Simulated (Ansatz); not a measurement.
Run this with the Ansatz DFT code, driven from Python and show what comes out.

Input file `y3mg.extxyz`:
```text
4
Lattice="4.945907 0.0 0.0 0.0 4.945907 0.0 0.0 0.0 4.945907" Properties=species:S:1:pos:R:3 pbc="T T T"
Y     2.47295350    2.47295350    0.00000000
Y     2.47295350    0.00000000    2.47295350
Y     0.00000000    2.47295350    2.47295350
Mg    0.00000000    0.00000000    0.00000000
```

`run_zeeman.py`
```python
'''Spin moment of Y3Mg in a magnetic field.'''

import ansatz as az
import numpy as np

structure = az.Crystal.from_extxyz('y3mg.extxyz')

calc = (
    structure.calculation()
    .functional('r2scan')
    .pseudopotentials('paw')
    .basis(530)
    .kpoints(5)
    .occupations(az.OccupationsMethod.METHFESSEL_PAXTON, width=0.15)
    .spin('collinear')
)
# the field acts on the spins alone; such large fields lift the response over the noise
rows = []
for tesla in [0, 100, 200, 400]:
    rep = (calc.magnetic_field(tesla) if tesla else calc).run(threads=1, pin='off').report
    rows.append((tesla, rep['magnetization_mub'], rep['free_energy_ev'], rep['components'].get('e_zeeman', 0.0)))
for row in rows:
    print('; '.join(f'{name} = {round(v, 4) if isinstance(v, float) else v}' for name, v in zip(['B (T)', 'moment muB', 'F eV', 'Zeeman term eV'], row)))
slope = np.polyfit([row[0] for row in rows], [row[1] for row in rows], 1)[0]
print(f'dM/dB = {1000 * slope:.4f} muB per 1000 T per cell')
```

Running `python run_zeeman.py` prints:
```text
RunWarning: this spin-polarised run has no starting moment large enough to seed its density, so its SCF can try parallel moments of its own, which can die out, and starts no order whose moments cancel. Behind that start scf.lower_state_search: light tries no [...]
B (T) = 0; moment muB = 2.185; F eV = -13505.5159; Zeeman term eV = 0.0
B (T) = 100; moment muB = 2.2054; F eV = -13505.5286; Zeeman term eV = -0.0128
B (T) = 200; moment muB = 2.2246; F eV = -13505.5414; Zeeman term eV = -0.0258
B (T) = 400; moment muB = 2.2626; F eV = -13505.5674; Zeeman term eV = -0.0524
dM/dB = 0.1935 muB per 1000 T per cell
```
(Warnings from the package without file and line, shortened.)

Caveats:
- Total energies depend on the potentials; only differences at equal settings carry meaning. A total without «per atom» is that of the cell as typed.
- For a metal this k-point mesh is coarse: on a finer one energies can move by several to tens of meV an atom and pressures by half a GPa or more, differences at one mesh by less.
- r2SCAN tends to overestimate the moments of itinerant magnets.
- The structure comes from a database of computed cells and needn't be a stable or known phase.
- Orbital magnetism is left out. The response of a metal hangs strongly on mesh and smearing, and a straight-line fit holds only where the moment is linear in the field.
- It ran for 77 s on 1 thread of Arm Neoverse V2, on a shared host, peak memory 0.71 GiB.

(Lines on the test bed's own set-up are left out of the output.)
